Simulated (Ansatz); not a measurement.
CsNa3, space group Fm-3m: a comparison of norm-conserving and PAW potentials, run with the Ansatz DFT code, driven from Python.

`csna3.py`:
```python
# -*- coding: utf-8 -*-
'''Two kinds of potentials on CsNa3.'''

import ansatz as az
from ase import Atoms
import numpy as np


def count_gap(report):
    # lowest empty less highest filled band, counting bands; zero where they overlap
    return max(report.get('gap_by_band_count_ev') or 0.0, 0.0)


def main():
    atoms = Atoms(
        ['Cs', 'Na', 'Na', 'Na'],
        scaled_positions=[
            (0.0, 0.0, 0.0),
            (0.25, 0.25, 0.25),
            (0.75, 0.75, 0.75),
            (0.5, 0.5, 0.5),
        ],
        cell=[
            (0.0, 4.731122, 4.731122),
            (4.731122, 0.0, 4.731122),
            (4.731122, 4.731122, 0.0),
        ],
        pbc=True,
    )
    csna3 = az.Crystal.from_ase(atoms)

    base = (
        csna3.calculation()
        .mixing('anderson', ndim=12, beta=0.4)
        .occupations('gaussian', width=0.15)
        .kpoints(3, center='gamma')
        .functional('pbesol', dispersion='d3bjatm')
        .scf(tolerance=1e-08)
        .stress()
        .forces()
        .band_table()
    )
    variants = {
        'PAW': base.pseudopotentials('paw'),
        'norm-conserving': base.pseudopotentials('nc'),
    }
    # totals differ by the cores that each treatment holds, so compare what does not depend on them
    rows = []
    for label, variant in variants.items():
        rep = variant.run(threads=1, backend='cpu').report
        levels = np.array(rep['eigenvalues_ev'][0]) - rep['fermi_energy_ev']
        print(label, 'levels at the first k-point near E_F:', np.round(levels[np.abs(levels) < 5], 3))
        rows.append((label, rep['n_electrons'], np.trace(rep['stress_gpa']) / 3, count_gap(rep)))
    print('     treatment  electrons in bands           P GPa  gap by band count eV')
    for row in rows:
        print(f'{str(row[0]):>14s}  {row[1]:18.1f}  {row[2]:14.3f}  {row[3]:20.3f}')


if __name__ == '__main__':
    main()
```

How well do the two treatments of the cores agree on the pressure?

PAW gives -0.524 GPa and norm-conserving -0.524 GPa, 0.001 GPa apart. They took 1.5 and 4.4 s of processor time.

The run itself:

```console
$ python csna3.py
DeckWarning: basis.ecutwfc = 420 eV, auto-derived from the records' recommended cutoffs: set by Cs (normal level)
DeckWarning: output.stress: scf.convergence.dr2_threshold = 1e-8 eV is looser than the 4e-10 eV advised for a printed stress (1e-10 eV for each atom of the cell: 4). What an SCF threshold leaves in a stress goes as its square root, and in the free energy as the threshold itself, and one threshold admits the most on a [...]
PAW levels at the first k-point near E_F: [-2.276  1.484  1.484  1.484  2.634  2.634]
DeckWarning: basis.ecutwfc = 1197.300995 eV, auto-derived from the records' recommended cutoffs: set by Na (normal level)
norm-conserving levels at the first k-point near E_F: [-2.276  1.485  1.485  1.485  2.637  2.637]
     treatment  electrons in bands           P GPa  gap by band count eV
           PAW                36.0          -0.524                 0.000
norm-conserving                36.0          -0.524                 0.000
```
(Warnings from the package without file and line, shortened.)

Notes:
- The settings weren't tested for convergence.
- The computed bands are complete only to about 2.3 eV above the Fermi level.
- Dispersion corrections can be off by several per cent in the lattices of metals, and by several GPa in the pressure at a fixed cell.
- The mesh is modest for a metal, so energies can be off by several to tens of meV an atom and pressures by half a GPa or more; differences at equal mesh fare better.
- The free energy holds a sizeable smearing term, which stands for no physical temperature.
- A gap by band count of zero or less means overlapping bands, a metal.
- This cell is a computed structure, which may not be the phase found in nature.
- Gaps and levels are Kohn-Sham values on a finite set of k-points, without spin-orbit coupling.
- Stress is positive in compression.
- Hardware and time: 6.4 s on 1 thread of Arm Neoverse V2 (shared host), peak memory 0.83 GiB.

(A comment or docstring line of the script was reworded after the run, the code is as it ran; lines on the test bed's own set-up are left out of the output.)
